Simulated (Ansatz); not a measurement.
**SnH3F + HCl: a complex and its separated parts**

Aim: how far the complex at one end of a reaction step lies below its separated, relaxed parts, level by level.

Computed with Ansatz 0.2.0, Gaussian basis. Level: PBE0-D4/def2-TZVP structures, single points in def2-TZVPP, no counterpoise correction.

Levels: SPW92, PBE-D4, BLYP-D4, r2SCAN-D4, B97M-V, PBE0-D4, B3LYP-D4, r2SCAN0-D4, BHLYP-D4, CAM-B3LYP-D4, wB97X-V, wB97M-V, B2PLYP, PBE-QIDH, RPA on PBE, Hartree-Fock, MP2, CCSD, CCSD(T).

Cores are frozen in the correlated methods. Filled d shells of the heavier atoms are correlated. Core potentials replace the inner electrons past krypton, and spin-orbit coupling is left out. B3LYP uses VWN-RPA correlation. B2PLYP carries no dispersion term here.

88 further runs of the same task are left out: 88 set aside as unsound or not needed.

### 1 The system as given

The complex: 7 atoms, charge 0, spin multiplicity 1.

Atoms are counted from 1 here; the program's logs count them from 0.

Bond lengths: Sn1–F2 1.951 Å, Sn1–H3 1.696 Å, Sn1–H4 1.698 Å, Sn1–H5 1.696 Å, H6–Cl7 1.299 Å. Angles: F2–Sn1–H3 103.8°, F2–Sn1–H4 102.9°, F2–Sn1–H5 103.7°, H3–Sn1–H4 114.6°, H3–Sn1–H5 115.1°, H4–Sn1–H5 114.6°.

Geometry (Å):

```xyz
7
ClFH4Sn
Sn   -1.0762   -0.2252    0.0810
F     0.6257   -0.2626    1.0342
H    -0.8056   -1.2175   -1.2676
H    -2.1615   -0.8620    1.2209
H    -1.3042    1.4185   -0.2697
H     2.0018    0.3327    0.0850
Cl    2.7201    0.8161   -0.8838
```

Its parts: SnH3F holds atoms 1, 2, 3, 4, 5; HCl holds atoms 6, 7. Each part counts its atoms afresh in its own runs.

### 2 Relaxing SnH3F alone

relax-a/in.yaml reads:

```yaml
crystal:
  periodic: [false, false, false]
  atoms:
    - {symbol: Sn, position_ang: [-1.076226, -0.225217, 0.081009]}
    - {symbol: F, position_ang: [0.625714, -0.262648, 1.034156]}
    - {symbol: H, position_ang: [-0.805587, -1.217548, -1.267553]}
    - {symbol: H, position_ang: [-2.161496, -0.861999, 1.220903]}
    - {symbol: H, position_ang: [-1.304155, 1.418512, -0.269666]}
basis:
  gaussian: {orbitals: def2-TZVP}
hamiltonian: {xc: pbe0, dispersion: d4}
relax: {f_tol: 0.005, max_steps: 200}
```

Command:

```bash
> ansatz run in.yaml --threads 4 --pin off --events-out ev --progress --plain --max-ram 9574MiB
```

After this run come: Relaxing HCl alone; SPW92/def2-TZVPP; PBE-D4/def2-TZVPP; BLYP-D4/def2-TZVPP; r2SCAN-D4/def2-TZVPP; B97M-V/def2-TZVPP; PBE0-D4/def2-TZVPP; B3LYP-D4/def2-TZVPP; r2SCAN0-D4/def2-TZVPP; BHLYP-D4/def2-TZVPP; CAM-B3LYP-D4/def2-TZVPP; wB97X-V/def2-TZVPP; wB97M-V/def2-TZVPP; B2PLYP/def2-TZVPP; PBE-QIDH/def2-TZVPP; RPA on PBE/def2-TZVPP; CCSD(T)/def2-TZVPP; Vibrations of SnH3F; Vibrations of HCl.

What does the calculation give? Wanted: complex less parts, CCSD(T)/def2-TZVPP; with zero-point energy; largest T1 diagnostic.

As calculated:

| quantity | value |
| --- | --- |
| complex less parts, CCSD(T)/def2-TZVPP | -5.6 kcal/mol |
| with zero-point energy | -4.4 kcal/mol |
| largest T1 diagnostic | 0.014 |

In words: At CCSD(T) the complex lies 5.6 kcal/mol below its parts. The functionals run from PBE-QIDH, off by -0.1 kcal/mol, to SPW92, off by -4.1 kcal/mol, against CCSD(T). By rung, the mean size of the error is: LDA 4.1, GGA 1.3, meta-GGA 0.7, hybrid 0.9, range-separated hybrid 0.7, double hybrid 0.1 kcal/mol. PBE-D4 gives a relative energy 1.4 kcal/mol too low, outside chemical accuracy (1 kcal/mol). No counterpoise was applied, and triple zeta lacks some correlation, so the CCSD(T) reference has a basis error of its own, and close matches with it are partly luck.
